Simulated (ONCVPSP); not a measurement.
# Pseudopotential generation for H: ONCV, PBEsol

Aim: build the potential from the settings below, then test how well it stands in for the atom: other configurations, scattering, ghost states and the plane-wave cutoff that it needs.

Program: ONCVPSP 4.0.1. Reference atom: PBEsol, scalar-relativistic, spherical and spin-unpolarised. All values are calculated.

## 1. Settings

The settings as typed:

| Item | Value |
| --- | --- |
| element | hydrogen (H, Z = 1) |
| type | optimised norm-conserving Vanderbilt (ONCV) |
| frozen core | none |
| valence charge | 1 |
| reference configuration | 1s1 |
| partial waves | 1s: rc 0.90 bohr, ncon 3, nbas 8, qcut 8.9 1/bohr, 2 projectors, debl 3.9 Ha; p scattering state at 0.02 Ha: rc 0.90 bohr, ncon 5, nbas 9, qcut 8.9 1/bohr, 2 projectors, debl 1.9 Ha |
| local potential | polynomial inside 0.65 bohr (lpopt 5, dvloc0 2 Ha) |
| core correction | not asked for |

The nodes and maxima of the atom's own shells, from an earlier all-electron run, set the scale for the radii.

All-electron outer shells of the reference configuration (PBEsol, scalar-relativistic, ld1.x):

```
shell  level (eV)  outermost node (bohr)  outermost maximum (bohr)
   1s       -6.33                      –                      1.05
```

## 2. Generating the potential

H.dat

```
# ATOM AND REFERENCE CONFIGURATION
# atsym  z   nc   nv     iexc    psfile
  H 1.00    0    1  -116133      upf
#
#   n    l    f
    1    0    1.00
#
# PSEUDOPOTENTIAL AND OPTIMIZATION
# lmax
    1
#
#   l,   rc,      ep,       ncon, nbas, qcut
    0    0.90    0.00    3    8    8.90
    1    0.90    0.02    5    9    8.90
#
# LOCAL POTENTIAL
# lloc, lpopt,  rc(5),   dvloc0
    4    5    0.65    2.00
#
# VANDERBILT-KLEINMAN-BYLANDER PROJECTORs
# l, nproj, debl
    0    2    3.90
    1    2    1.90
#
# MODEL CORE CHARGE
# icmod, fcfact, rcfact
    0    0.00    0.00
#
# LOG DERIVATIVE ANALYSIS
# epsh1, epsh2, depsh
   -2.00    5.00    0.02
#
# OUTPUT GRID
# rlmax, drl
    6.00    0.01
#
# TEST CONFIGURATIONS
# ncnf
    1
# nvcnf
#   n    l    f
    1
    1    0    0.50
#
```

Run with:

```sh
$ oncvpsp.x < H.dat > H.out
```

What does the calculation give? Wanted: cutoffs for 1 and 0.1 mHa per electron, occupied waves; bound ghosts; GHOST(+) flags; largest test error; largest phase difference near zero energy, channels read.

As calculated:

| quantity | value |
| --- | --- |
| cutoffs for 1 and 0.1 mHa per electron, occupied waves | 20 Ha and 30 Ha |
| bound ghosts | none found |
| GHOST(+) flags | none at low energy |
| largest test error (AE − PS) | +0.3 meV, for 1s0.5 |
| largest phase difference near zero energy, channels read | 0.000 rad |

What this shows: The worst unpolarised test, 1s0.5, is off by 0.3 meV on 4.7 eV; by total energies transferability rates as very good. By its cutoff, 20 Ha for the looser tolerance, it is of middling hardness. The program's ghost test flags no bound state. Near zero energy the phases of the channels with partial waves agree within 0.001 rad. These are tests on the free atom; a crystal test is still owed.
